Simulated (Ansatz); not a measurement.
# Ga2O3: the cost of one run

Method: DFT PBE, scalar-relativistic, plane waves, PAW, in Ansatz 0.2.0.

## Step 1: The system as given

Symmetry: R-3c, No. 167, trigonal system. Conventional cell: a = 4.997 Å, b = 4.997 Å, c = 13.451 Å, α = 90.00°, β = 90.00°, γ = 120.00°. Around Ga (site symmetry 3) lie 6 O at 1.93 to 2.08 Å. O (site symmetry 2) has 4 Ga at 1.93 to 2.08 Å as nearest neighbours.

Structure file:

```cif
data_structure
_symmetry_space_group_name_H-M 'P 1'
_symmetry_Int_Tables_number 1
_cell_length_a 7.3076
_cell_length_b 7.3076
_cell_length_c 7.3076
_cell_angle_alpha 86.293
_cell_angle_beta 86.293
_cell_angle_gamma 86.293
_cell_volume 387.88
loop_
_atom_site_label
_atom_site_type_symbol
_atom_site_fract_x
_atom_site_fract_y
_atom_site_fract_z
_atom_site_occupancy
Ga1 Ga 0.85559 0.35559 0.35559 1
Ga2 Ga 0.35559 0.85559 0.35559 1
Ga3 Ga 0.35559 0.35559 0.85559 1
Ga4 Ga 0.85559 0.85559 0.85559 1
Ga5 Ga 0.64441 0.14441 0.14441 1
Ga6 Ga 0.14441 0.64441 0.14441 1
Ga7 Ga 0.14441 0.14441 0.64441 1
Ga8 Ga 0.64441 0.64441 0.64441 1
Ga9 Ga 0.14441 0.14441 0.14441 1
Ga10 Ga 0.64441 0.64441 0.14441 1
Ga11 Ga 0.64441 0.14441 0.64441 1
Ga12 Ga 0.14441 0.64441 0.64441 1
Ga13 Ga 0.35559 0.35559 0.35559 1
Ga14 Ga 0.85559 0.85559 0.35559 1
Ga15 Ga 0.85559 0.35559 0.85559 1
Ga16 Ga 0.35559 0.85559 0.85559 1
O1 O 0.75000 0.40158 0.09842 1
O2 O 0.25000 0.90158 0.09842 1
O3 O 0.25000 0.40158 0.59842 1
O4 O 0.75000 0.90158 0.59842 1
O5 O 0.90158 0.09842 0.25000 1
O6 O 0.40158 0.59842 0.25000 1
O7 O 0.40158 0.09842 0.75000 1
O8 O 0.90158 0.59842 0.75000 1
O9 O 0.59842 0.25000 0.40158 1
O10 O 0.09842 0.75000 0.40158 1
O11 O 0.09842 0.25000 0.90158 1
O12 O 0.59842 0.75000 0.90158 1
O13 O 0.25000 0.09842 0.40158 1
O14 O 0.75000 0.59842 0.40158 1
O15 O 0.75000 0.09842 0.90158 1
O16 O 0.25000 0.59842 0.90158 1
O17 O 0.40158 0.25000 0.09842 1
O18 O 0.90158 0.75000 0.09842 1
O19 O 0.90158 0.25000 0.59842 1
O20 O 0.40158 0.75000 0.59842 1
O21 O 0.09842 0.40158 0.25000 1
O22 O 0.59842 0.90158 0.25000 1
O23 O 0.59842 0.40158 0.75000 1
O24 O 0.09842 0.90158 0.75000 1
```

The runs take a perfect supercell of 40 atoms; the defect goes to fractional position (0.856, 0.356, 0.356).

## Step 2: The perfect supercell

Contents of input.yaml:

```yaml
crystal:
  lattice:
    - [-4.997398, -2.885249, 4.48355]
    - [4.997398, -2.885249, 4.48355]
    - [0.0, 5.770499, 4.48355]
  atoms:
    - { symbol: Ga, position: [0.855586, 0.355586, 0.355586] }
    - { symbol: Ga, position: [0.355586, 0.855586, 0.355586] }
    - { symbol: Ga, position: [0.355586, 0.355586, 0.855586] }
    - { symbol: Ga, position: [0.855586, 0.855586, 0.855586] }
    - { symbol: Ga, position: [0.644414, 0.144414, 0.144414] }
    - { symbol: Ga, position: [0.144414, 0.644414, 0.144414] }
    - { symbol: Ga, position: [0.144414, 0.144414, 0.644414] }
    - { symbol: Ga, position: [0.644414, 0.644414, 0.644414] }
    - { symbol: Ga, position: [0.144414, 0.144414, 0.144414] }
    - { symbol: Ga, position: [0.644414, 0.644414, 0.144414] }
    - { symbol: Ga, position: [0.644414, 0.144414, 0.644414] }
    - { symbol: Ga, position: [0.144414, 0.644414, 0.644414] }
    - { symbol: Ga, position: [0.355586, 0.355586, 0.355586] }
    - { symbol: Ga, position: [0.855586, 0.855586, 0.355586] }
    - { symbol: Ga, position: [0.855586, 0.355586, 0.855586] }
    - { symbol: Ga, position: [0.355586, 0.855586, 0.855586] }
    - { symbol: O, position: [0.75, 0.401584, 0.098416] }
    - { symbol: O, position: [0.25, 0.901584, 0.098416] }
    - { symbol: O, position: [0.25, 0.401584, 0.598416] }
    - { symbol: O, position: [0.75, 0.901584, 0.598416] }
    - { symbol: O, position: [0.901584, 0.098416, 0.25] }
    - { symbol: O, position: [0.401584, 0.598416, 0.25] }
    - { symbol: O, position: [0.401584, 0.098416, 0.75] }
    - { symbol: O, position: [0.901584, 0.598416, 0.75] }
    - { symbol: O, position: [0.598416, 0.25, 0.401584] }
    - { symbol: O, position: [0.098416, 0.75, 0.401584] }
    - { symbol: O, position: [0.098416, 0.25, 0.901584] }
    - { symbol: O, position: [0.598416, 0.75, 0.901584] }
    - { symbol: O, position: [0.25, 0.098416, 0.401584] }
    - { symbol: O, position: [0.75, 0.598416, 0.401584] }
    - { symbol: O, position: [0.75, 0.098416, 0.901584] }
    - { symbol: O, position: [0.25, 0.598416, 0.901584] }
    - { symbol: O, position: [0.401584, 0.25, 0.098416] }
    - { symbol: O, position: [0.901584, 0.75, 0.098416] }
    - { symbol: O, position: [0.901584, 0.25, 0.598416] }
    - { symbol: O, position: [0.401584, 0.75, 0.598416] }
    - { symbol: O, position: [0.098416, 0.401584, 0.25] }
    - { symbol: O, position: [0.598416, 0.901584, 0.25] }
    - { symbol: O, position: [0.598416, 0.401584, 0.75] }
    - { symbol: O, position: [0.098416, 0.901584, 0.75] }
basis:
  ecutwfc: 420
  fft_grid_basis: typed
kpoints:
  mp_grid: { grid: [3, 3, 3] }
hamiltonian:
  xc: pbe
  pseudopotentials: { kind: paw }
scf:
  occupations: { method: gaussian, width: 0.05 }
output:
  forces: true
  stress: false
  eigenvalues: true
  bader: false
  write_density: true
  volumetric_format: npy
```

The run is started by

```sh
> ansatz run input.yaml --threads 4 --pin off --max-ram 10240MiB --backend cpu --events-out ev --progress --plain --runs-dir out
```

Q: Estimate wall time and peak memory on 4 threads of Arm Neoverse N1, shared host.

About 16 s, with a peak of 1.9 GiB.
